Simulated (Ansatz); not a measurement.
# CH8AlNSi: a ladder of functionals and wavefunction methods

Aim: compute CH8AlNSi with functionals from several rungs and with coupled cluster, and see how far each lands from CCSD(T) at the basis-set limit for the atomisation energy.

Program: Ansatz 0.2.0, Gaussian basis. Level of theory: functionals in def2-TZVPP, the program's frozen cores in correlated methods. These are calculated values, not measurements.

The runs, in order: LDA (SPW92), PBE-D4, revPBE-D4, BLYP-D4, r2SCAN-D4, B97M-V, PBE0-D4, B3LYP-D4, r2SCANh-D4, r2SCAN0-D4, HSE06-D4, BHLYP-D4, CAM-B3LYP-D4, LC-ωPBE, ωB97X-V, ωB97M-V, B2PLYP, PBE-QIDH; CCSD(T)/def2-SVP; CCSD(T)/def2-TZVPP; MP2/def2-QZVPP; extrapolation to the limit; RPA on PBE.

## Step 1: The geometry

All runs share one geometry, relaxed beforehand with PBE0-D4 in a triple-zeta def2 set.

SMILES `[CH3][Al]([NH2])[SiH3]`, 12 atoms, charge 0, spin multiplicity 1.

Atoms are counted from 1 here; the program's logs count them from 0.

Bond lengths: C1–Al2 1.952 Å, C1–H5 1.095 Å, C1–H6 1.093 Å, C1–H7 1.095 Å, Al2–N3 1.771 Å, Al2–Si4 2.455 Å, N3–H8 1.007 Å, N3–H9 1.008 Å, Si4–H10 1.493 Å, Si4–H11 1.493 Å, Si4–H12 1.493 Å. Angles: Al2–C1–H5 111.1°, Al2–C1–H6 112.4°, Al2–C1–H7 111.1°, H5–C1–H6 107.8°, H5–C1–H7 106.5°, H6–C1–H7 107.8°, C1–Al2–N3 119.6°, C1–Al2–Si4 124.3°, N3–Al2–Si4 116.1°, Al2–N3–H8 124.5°, Al2–N3–H9 125.4°, H8–N3–H9 110.1°, Al2–Si4–H10 111.9°, Al2–Si4–H11 112.0°, Al2–Si4–H12 112.6°, H10–Si4–H11 106.2°, H10–Si4–H12 106.8°, H11–Si4–H12 106.8°.

## Step 2: LDA

This LDA is Slater exchange with PW92 correlation.

The input, in.yaml:

```yaml
crystal:
  periodic: [false, false, false]
  atoms:
    - {symbol: C, position_ang: [-1.006882, 1.755473, 0.106565]}
    - {symbol: Al, position_ang: [-0.047350, 0.069835, 0.322865]}
    - {symbol: N, position_ang: [0.261268, -0.559169, 1.949526]}
    - {symbol: Si, position_ang: [0.794457, -1.292373, -1.538632]}
    - {symbol: H, position_ang: [-1.924466, 1.614577, -0.473628]}
    - {symbol: H, position_ang: [-1.283716, 2.202514, 1.065114]}
    - {symbol: H, position_ang: [-0.402064, 2.485781, -0.440422]}
    - {symbol: H, position_ang: [0.746844, -1.419511, 2.146193]}
    - {symbol: H, position_ang: [-0.017090, -0.114095, 2.809784]}
    - {symbol: H, position_ang: [1.783939, -0.547006, -2.372379]}
    - {symbol: H, position_ang: [-0.299520, -1.711577, -2.464465]}
    - {symbol: H, position_ang: [1.471481, -2.539651, -1.076522]}
basis:
  gaussian: {orbitals: def2-TZVPP}
hamiltonian: {xc: lda}
output: {orbitals: {seedname: orbitals}}
```

On the command line:

```bash
> ansatz run in.yaml --threads 4 --pin off --events-out ev --progress --plain --max-ram 10444MiB
```

The runs that follow: PBE-D4 (GGA); revPBE-D4 (GGA); BLYP-D4 (GGA); r2SCAN-D4 (meta-GGA); B97M-V (meta-GGA); B3LYP-D4 (hybrid); r2SCANh-D4 (hybrid); r2SCAN0-D4 (hybrid); HSE06-D4 (hybrid); BHLYP-D4 (hybrid); CAM-B3LYP-D4 (range-separated); LC-ωPBE (range-separated); ωB97X-V (range-separated); ωB97M-V (range-separated); B2PLYP (double hybrid); PBE-QIDH (double hybrid); CCSD(T) in def2-SVP; CCSD(T) in def2-TZVPP; MP2 in def2-QZVPP; RPA on PBE orbitals.

Before running them: what should the planned runs give, taken together? Wanted: atomisation energy, CCSD(T)/CBS; farthest beyond LDA; mean size of error, GGA; mean size of error, meta-GGA; mean size of error, hybrid; mean size of error, range-separated; mean size of error, double hybrid; gap, smallest and largest; T1 diagnostic.

As calculated:

```
                               quantity                                                                value
        atomisation energy, CCSD(T)/CBS                                                       941.0 kcal/mol
functionals within 4.7 kcal/mol (0.5 %)  PBE-D4, r2SCAN-D4, B97M-V, B3LYP-D4, CAM-B3LYP-D4, ωB97X-V, ωB97M-V
                    farthest beyond LDA                                            BHLYP-D4 (-17.8 kcal/mol)
                mean size of error, GGA                                                         8.1 kcal/mol
           mean size of error, meta-GGA                                                         2.5 kcal/mol
             mean size of error, hybrid                                                         8.4 kcal/mol
    mean size of error, range-separated                                                         3.8 kcal/mol
      mean size of error, double hybrid                                                        12.6 kcal/mol
              gap, smallest and largest                            4.55 eV (LDA (SPW92)), 11.12 eV (LC-ωPBE)
                          T1 diagnostic                                                               0.0120
triples share of the correlation energy                                                                3.5 %
```

What this shows: LDA overbinds by 106.0 kcal/mol (11 %). PBE-D4 is off by +1.2 kcal/mol. Double hybrids carry the basis error of their MP2 part in triple zeta, and no dispersion term here, so their miss is partly the set-up's. The rungs meta-GGA, range-separated miss on average by less than the doubt on the reference (4.7 kcal/mol), so they tie. Misses under about 4.7 kcal/mol are within the doubt on the reference itself, which lacks core-valence correlation, relativity and higher excitations. Hartree-Fock recovers 74 % of the binding; the rest is correlation. CCSD(T) in def2-SVP is off by -59.7 kcal/mol, more than most functionals: a good method in a small basis is no reference. Orbital gaps span 4.6 to 11.1 eV; exact exchange widens them.
